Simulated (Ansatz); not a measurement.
# Cyclo-(H2SnNH)2 (Sn₂N₂H₆): the relaxed shape and its frontier levels

Aim: characterise cyclo-(H2SnNH)2 (Sn₂N₂H₆) as a singlet: its structure, frontier levels and distribution of charge.

Method: RKS PBE0-D4/def2-TZVP; program: Ansatz 0.2.0, Gaussian basis.

The runs, in order: relaxation at B3LYP-D4/def2-SVP; a search for the lowest solution at PBE0-D4/def2-SVP; a single point at PBE0-D4/def2-TZVP; harmonic vibrations at B3LYP-D4/def2-SVP.

1 further run of the same task is left out (set aside as unsound or not needed).

### 1 The starting structure

10 atoms, charge 0, spin multiplicity 1.

Atoms are counted from 1 here; the program's logs count them from 0.

Bond lengths: Sn1–H2 1.663 Å, Sn1–H3 1.697 Å, Sn1–N4 2.030 Å, Sn1–N8 2.033 Å, N4–Sn5 2.031 Å, N4–H9 1.006 Å, Sn5–H6 1.697 Å, Sn5–H7 1.663 Å, Sn5–N8 2.033 Å, N8–H10 1.008 Å. Angles: H2–Sn1–H3 113.1°, H2–Sn1–N4 109.9°, H2–Sn1–N8 109.8°, H3–Sn1–N4 118.5°, H3–Sn1–N8 118.4°, N4–Sn1–N8 83.6°, Sn1–N4–Sn5 96.0°, Sn1–N4–H9 124.5°, Sn5–N4–H9 124.5°, N4–Sn5–H6 118.6°, N4–Sn5–H7 109.9°, N4–Sn5–N8 83.6°, H6–Sn5–H7 113.2°, H6–Sn5–N8 118.4°, H7–Sn5–N8 109.6°, Sn1–N8–Sn5 95.8°, Sn1–N8–H10 123.6°, Sn5–N8–H10 123.6°.

Sn takes a core potential in the def2 sets. No spin-orbit coupling is included.

The start is a GFN2-xTB geometry.

### 2 Optimising with B3LYP-D4/def2-SVP

Input file in.yaml:

```yaml
crystal:
  periodic: [false, false, false]
  atoms:
    - {symbol: Sn, position_ang: [0.890690, -0.422120, -1.142780]}
    - {symbol: H, position_ang: [0.833540, 0.270540, -2.653550]}
    - {symbol: H, position_ang: [2.051280, -1.653380, -1.018520]}
    - {symbol: N, position_ang: [0.854080, 1.023550, 0.282100]}
    - {symbol: Sn, position_ang: [-0.923040, 0.473980, 1.096480]}
    - {symbol: H, position_ang: [-0.931110, -0.180110, 2.661800]}
    - {symbol: H, position_ang: [-2.039600, 1.689110, 0.888260]}
    - {symbol: N, position_ang: [-0.996200, -0.799970, -0.485680]}
    - {symbol: H, position_ang: [1.656120, 1.322360, 0.811670]}
    - {symbol: H, position_ang: [-1.395770, -1.723940, -0.439780]}
basis:
  gaussian: {orbitals: def2-SVP}
hamiltonian: {xc: {name: B3LYP}, dispersion: d4}
scf: {lower_state_search: "off"}
output: {orbitals: {seedname: orbitals}}
relax: {f_tol: 0.02, max_steps: 100}
```

Command:

```bash
> ansatz run in.yaml --threads 4 --pin off --events-out ev --progress --plain --max-ram 3916MiB
```

Further steps of the session: Searching for the lowest solution, PBE0-D4/def2-SVP; Single point, PBE0-D4/def2-TZVP; Harmonic vibrations.

Before running them: what should the planned runs give, taken together? Wanted: point group; commonest bond, hydrogen aside; HOMO, LUMO at PBE0-D4/def2-TZVP; dipole at B3LYP-D4/def2-SVP; lowest, highest wavenumber.

**Answer**, as computed:

```
                       quantity                           value
                    point group                             C2v
 commonest bond, hydrogen aside  N–Sn, 4 of mean length 2.067 Å
HOMO, LUMO at PBE0-D4/def2-TZVP                 -6.50, -1.10 eV
    dipole at B3LYP-D4/def2-SVP                          1.43 D
     lowest, highest wavenumber                  -77, 3598 cm⁻¹
```

**Reading.** The molecule keeps its bonding pattern by the stored test; the atoms moved 0.14 Å (rms). 1 imaginary mode (down to -77 cm⁻¹): a saddle, not a minimum, unless so soft a mode is numerical noise.
